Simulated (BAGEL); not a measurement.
# singlet C2H4ClSi+: a chain of runs

Wanted: the energy (singlet C2H4ClSi+, HF/cc-pVDZ), then the energy (doublet C2H4ClSi, NEVPT2(3,3)/cc-pVDZ) of C2H4ClSi. 

The calculation is run with BAGEL 1.2.2.

## Step 1: The molecule

C2H4ClSi+: 8 atoms, total charge +1, spin state singlet. SMILES of the parent species: `C=C[SiH]Cl`. The C2–H7 distance was set to 1.469 Å, away from the relaxed value. That shape belongs to the parent species and isn't relaxed for this state.

Bond lengths: C1–C2 1.335 Å, C2–Si3 1.841 Å, Si3–Cl4 2.059 Å, C1–H5 1.087 Å, C1–H6 1.086 Å, Si3–H8 1.489 Å. Angles: C1–C2–Si3 122.0°, C2–Si3–Cl4 111.3°, C2–C1–H5 121.9°, C2–C1–H6 122.0°, C2–Si3–H8 111.0°, Cl4–Si3–H8 109.0°, H5–C1–H6 116.1°. A long bond or contact: C2–H7 1.469 Å.

## Step 2: The energy at HF/cc-pVDZ (density fitting with svp-jkfit) (run 1)

Input file input.json:

```json
{ "bagel" : [

{
  "title" : "molecule",
  "basis" : "cc-pvdz.json",
  "df_basis" : "svp-jkfit",
  "angstrom" : true,
  "geometry" : [
    { "atom" : "C", "xyz" : [       0.320562,       1.210481,      -0.728361 ] },
    { "atom" : "C", "xyz" : [       0.302062,       0.116781,       0.036739 ] },
    { "atom" : "Si", "xyz" : [      -1.230038,      -0.459119,       0.878439 ] },
    { "atom" : "Cl", "xyz" : [      -1.358038,      -2.514419,       0.872639 ] },
    { "atom" : "H", "xyz" : [      -0.583338,       1.771681,      -0.949261 ] },
    { "atom" : "H", "xyz" : [       1.237462,       1.588381,      -1.171161 ] },
    { "atom" : "H", "xyz" : [       1.561300,      -0.591000,       0.301600 ] },
    { "atom" : "H", "xyz" : [      -2.442738,       0.104381,       0.222839 ] }
  ]
},

{ "title" : "hf", "charge" : 1 },

{ "title" : "print", "file" : "orbitals.molden", "orbitals" : true }

]}
```

The basis set cc-pVDZ is read from a file made from the Basis Set Exchange's data (not shown).

Command:

```sh
$ BAGEL_NUM_THREADS=1 BAGEL input.json > input.out
```

Standard output:

```text
* using 1 threads per process

  ===============================================================
  ===============================================================

  *** Geometry ***

  { "atom" : "C", "xyz" : [      0.605774,      2.287478,     -1.376403 ] },
  { "atom" : "C", "xyz" : [      0.570814,      0.220684,      0.069427 ] },
  { "atom" : "Si", "xyz" : [     -2.324435,     -0.867609,      1.660009 ] },
  { "atom" : "Cl", "xyz" : [     -2.566320,     -4.751563,      1.649049 ] },
  { "atom" : "H", "xyz" : [     -1.102349,      3.347992,     -1.793843 ] },
  { "atom" : "H", "xyz" : [      2.338464,      3.001605,     -2.213174 ] },
  { "atom" : "H", "xyz" : [      2.950429,     -1.116828,      0.569941 ] },
  { "atom" : "H", "xyz" : [     -4.616106,      0.197252,      0.421105 ] },

  Number of auxiliary basis functions:      478

  Since a DF basis is specified, we compute 2- and 3-index integrals:
    o Being stored without compression. Storage requirement is 0.027 GB

  Number of basis functions:       84
  Number of electrons      :       47

    * METHOD: MOLECULE                             0.24

  *** RHF ***

  === Nuclear Repulsion ===
   181.4248481842

      * DIIS with orbital gradients will be used.

  === RHF iteration (cc-pvdz.json) ===
      0       -826.05103753          0.01079554           0.06
      1       -826.13938792          0.00509421           0.06
      2       -826.15500074          0.00151557           0.06
      3       -826.15709278          0.00031824           0.06
      4       -826.15721514          0.00015019           0.06
      5       -826.15724993          0.00006842           0.06
      6       -826.15725608          0.00001746           0.06
      7       -826.15725652          0.00000709           0.06
      8       -826.15725661          0.00000269           0.07
      9       -826.15725663          0.00000103           0.06
     10       -826.15725663          0.00000041           0.09
     11       -826.15725663          0.00000013           0.07
     12       -826.15725663          0.00000006           0.07
     13       -826.15725663          0.00000003           0.07
     14       -826.15725663          0.00000001           0.07
     15       -826.15725663          0.00000001           0.06
    * SCF iteration converged.

    * Permanent dipole moment:
           (   -0.070297,    -1.794516,    -0.270803) a.u.

    * METHOD: HF                                   1.19

    * METHOD: PRINT                                0.03

  ===============================================================
```

Wall time 1.7 s (1 thread of AMD EPYC 7R13 (Zen 3), shared host); peak memory 0.15 GiB.

## Step 3: Doublet neutral C2H4ClSi: a single-point energy at NEVPT2(3,3)/cc-pVDZ (density fitting with svp-jkfit) (run 2)

Input file job.json:

```json
{ "bagel": [

{
  "title": "molecule",
  "basis": "cc-pvdz.json",
  "df_basis": "svp-jkfit",
  "angstrom": true,
  "geometry": [
    { "atom": "C", "xyz": [    0.320562,    1.210481,   -0.728361 ] },
    { "atom": "C", "xyz": [    0.302062,    0.116781,    0.036739 ] },
    { "atom": "Si", "xyz": [   -1.230038,   -0.459119,    0.878439 ] },
    { "atom": "Cl", "xyz": [   -1.358038,   -2.514419,    0.872639 ] },
    { "atom": "H", "xyz": [   -0.583338,    1.771681,   -0.949261 ] },
    { "atom": "H", "xyz": [    1.237462,    1.588381,   -1.171161 ] },
    { "atom": "H", "xyz": [    1.561300,   -0.591000,    0.301600 ] },
    { "atom": "H", "xyz": [   -2.442738,    0.104381,    0.222839 ] }
  ]
},
{
  "title": "hf",
  "charge": 1
},
{
  "title": "casscf",
  "nstate": 1,
  "nact": 3,
  "nclosed": 22,
  "nspin": 1,
  "active": [22, 24, 27],
  "maxiter": 200,
  "natocc": true
},
{
  "title": "nevpt2",
  "nstate": 1,
  "nact": 3,
  "nclosed": 22,
  "nspin": 1,
  "active": [22, 24, 27],
  "maxiter": 200,
  "natocc": true,
  "ncore": 12
},
{
  "title": "print",
  "file": "orbitals.molden",
  "orbitals": true
}

]}
```

The basis set cc-pVDZ is read from a file made from the Basis Set Exchange's data (not shown).

Command:

```sh
$ BAGEL_NUM_THREADS=1 BAGEL job.json > job.out
```

Standard output:

```text
* using 1 threads per process

  ===============================================================
  ===============================================================

  *** Geometry ***

  { "atom" : "C", "xyz" : [      0.605774,      2.287478,     -1.376403 ] },
  { "atom" : "C", "xyz" : [      0.570814,      0.220684,      0.069427 ] },
  { "atom" : "Si", "xyz" : [     -2.324435,     -0.867609,      1.660009 ] },
  { "atom" : "Cl", "xyz" : [     -2.566320,     -4.751563,      1.649049 ] },
  { "atom" : "H", "xyz" : [     -1.102349,      3.347992,     -1.793843 ] },
  { "atom" : "H", "xyz" : [      2.338464,      3.001605,     -2.213174 ] },
  { "atom" : "H", "xyz" : [      2.950429,     -1.116828,      0.569941 ] },
  { "atom" : "H", "xyz" : [     -4.616106,      0.197252,      0.421105 ] },

  Number of auxiliary basis functions:      478

  Since a DF basis is specified, we compute 2- and 3-index integrals:
    o Being stored without compression. Storage requirement is 0.027 GB

  Number of basis functions:       84
  Number of electrons      :       47

    * METHOD: MOLECULE                             0.24

  *** RHF ***

  === Nuclear Repulsion ===
   181.4248481842

      * DIIS with orbital gradients will be used.

  === RHF iteration (cc-pvdz.json) ===
      0       -826.05103753          0.01079554           0.08
      1       -826.13938792          0.00509421           0.08
      2       -826.15500074          0.00151557           0.08
      3       -826.15709278          0.00031824           0.07
      4       -826.15721514          0.00015019           0.07
      5       -826.15724993          0.00006842           0.08
      6       -826.15725608          0.00001746           0.08
      7       -826.15725652          0.00000709           0.12
      8       -826.15725661          0.00000269           0.08
      9       -826.15725663          0.00000103           0.08
     10       -826.15725663          0.00000041           0.08
     11       -826.15725663          0.00000013           0.08
     12       -826.15725663          0.00000006           0.07
     13       -826.15725663          0.00000003           0.07
     14       -826.15725663          0.00000001           0.08
     15       -826.15725663          0.00000001           0.08
    * SCF iteration converged.

    * Permanent dipole moment:
           (   -0.070297,    -1.794516,    -0.270803) a.u.

    * METHOD: HF                                   1.50

  ---------------------------
      CASSCF calculation
  ---------------------------

    ==== Active orbitals : =====
         Orbital 22
         Orbital 24
         Orbital 27
    ============================

    * nstate   :      1
    * nclosed  :     22
    * nact     :      3
    * nvirt    :     59
  === CASSCF iteration (cc-pvdz.json) ===

    * Using the second-order algorithm

      0  0      -826.40609256     1.21e-02      0.02

      1  0      -826.44268314     7.12e-04      0.43

      2  0      -826.45126881     1.01e-03      0.39

      3  0      -826.46376265     1.03e-03      0.30

      4  0      -826.46920332     3.06e-04      0.33

      5  0      -826.46938244     6.60e-05      0.35

      6  0      -826.46938643     1.03e-05      0.37

      7  0      -826.46938651     1.67e-06      0.33

      8  0      -826.46938651     3.27e-07      0.36

      9  0      -826.46938651     7.60e-08      0.32

     10  0      -826.46938651     1.93e-08      0.30

     11  0      -826.46938651     5.03e-09      0.24

    * Second-order optimization converged. *

     guess   0:   closed 1..                  open .1.

  === FCI iteration ===

      0  0      -826.44151433     5.54e-02      0.00
      1  0      -826.46937609     9.00e-04      0.00
      2  0      -826.46938617     1.59e-04      0.00
      3  0      -826.46938650     2.21e-05      0.00
      4  0      -826.46938651     1.73e-06      0.00
      5  0      -826.46938651     7.40e-09      0.00
      6  0      -826.46938651     2.32e-10      0.00
      7  0 *    -826.46938651     1.80e-15      0.00

     * ci vector, state   0, <S^2> = 0.7500
       2a.    -0.9862098543
       .a2    -0.1654041063

    * METHOD: CASSCF                               3.89

    * freezing 12 orbitals

  === DF-NEVPT2 calculation ===

    * 3-index integral transformation done
    * assembly done

      NEVPT2 correlation energy:   -0.4583047092      0.14

          (+0)     -0.3693301415
          (+0)'    -0.0189312878
          (+1)     -0.0160133441
          (+1)'    -0.0002283929
          (+2)     -0.0002915481
          (-1)     -0.0455404219
          (-1)'    -0.0004064252
          (-2)     -0.0075631475

      NEVPT2 total energy:       -826.9276912228

    * METHOD: NEVPT2                               0.25

    * METHOD: PRINT                                0.03

  ===============================================================
```

It took 6.3 s on 1 thread of AMD EPYC 7R13 (Zen 3), shared host; peak memory 0.15 GiB.

## Step 4: Summary of results

| quantity | value |
| --- | --- |
| run 1, HF/cc-pVDZ: total energy | -826.15726 Eh |
| run 1, HF/cc-pVDZ: HOMO energy | -16.28 eV |
| run 1, HF/cc-pVDZ: LUMO energy | -6.72 eV |
| run 1, HF/cc-pVDZ: HOMO–LUMO gap | 9.56 eV |
| doublet neutral C2H4ClSi: total energy | -826.92769 Eh |
